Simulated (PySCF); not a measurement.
# A gas-phase reaction: ClGeH5Si + F2 → ClFGeH4Si + FH

Wanted: the reaction energy for `Cl[SiH2][GeH3]` + `FF` → `F[SiH](Cl)[GeH3]` + `F`.

Programs: PySCF 2.14.0. All values are calculated, for the isolated system unless a continuum is named. Atoms count from 0, parts from 1.

## (1) The system as given

Each species was relaxed by itself at PBE0-D3(BJ)/def2-SVPD.

## (2) Reaction energy: wB97M-D3(BJ)/def2-TZVPD

Job settings and geometry (Å):

```
{"job": {"kind": "react", "xc": "wB97M-D3(BJ)", "basis": "def2-TZVPD"}, "charge": 0, "multiplicity": 1}
-1 ClGeH5Si charge 0 multiplicity 1
Cl    -1.438330     2.035590    -1.127600
Si     0.180950     1.318400    -0.012640
Ge     0.024440    -1.052110     0.110950
H      1.424710     1.764620    -0.702560
H      0.105970     1.952970     1.334220
H      1.205250    -1.607040     0.927370
H      0.064040    -1.651910    -1.302630
H     -1.291520    -1.448400     0.797240

-1 F2 charge 0 multiplicity 1
F      0.688720    -0.019380     0.003840
F     -0.688720     0.019380    -0.003840

+1 ClFGeH4Si charge 0 multiplicity 1
F      1.728880     1.577300    -0.551080
Si     1.318370     0.157160     0.151920
Cl     2.240670    -1.354920    -0.926300
Ge    -1.036780    -0.138360     0.046740
H      1.924420     0.160560     1.508930
H     -1.385560    -1.468070     0.733100
H     -1.746600     1.013580     0.774630
H     -1.476750    -0.181560    -1.422520

+1 FH charge 0 multiplicity 1
F      0.459680    -0.019300     0.001940
H     -0.459680     0.019300    -0.001940
```

With the program's defaults for keys left out, this is: wB97M-D3(BJ)/def2-TZVPD reaction energy of separated species, gas phase.

Command:

```bash
$ OMP_NUM_THREADS=1 python cluster_run.py task.json out
```

The driver reads the jobs from task.json and runs them one after another.

**Question.** The jobs that follow are: PBE0-D3(BJ)/def2-TZVPD reaction energy of separated species, gas phase. Predict: reaction energy (wB97M-D3(BJ)/def2-TZVPD); ΔH, ΔG at 298 K (xTB thermal terms). Thermal terms come from harmonic xTB runs on each species.

The runs gave:

```
                                                quantity                      value
               reaction energy (wB97M-D3(BJ)/def2-TZVPD)            -159.3 kcal/mol
                     ΔH, ΔG at 298 K (xTB thermal terms)    -156.8, -157.6 kcal/mol
range of the reaction energy over the runs of this table  -159.3 to -157.5 kcal/mol
```

What this shows: The reaction is exothermic by 156.8 kcal/mol in the gas phase; dispersion gives -0.03, and xTB itself gave -119.6 for the electronic energy (xTB energies and thermal terms come from the earlier relaxation of each species, not shown). No barrier was sought. xTB and this level differ widely in the electronic energy, so what comes from xTB (the thermal terms above all) is less safe here. The reaction energy runs from -159.3 (wB97M-D3(BJ)/def2-TZVPD) to -157.5 kcal/mol (PBE0-D3(BJ)/def2-TZVPD).
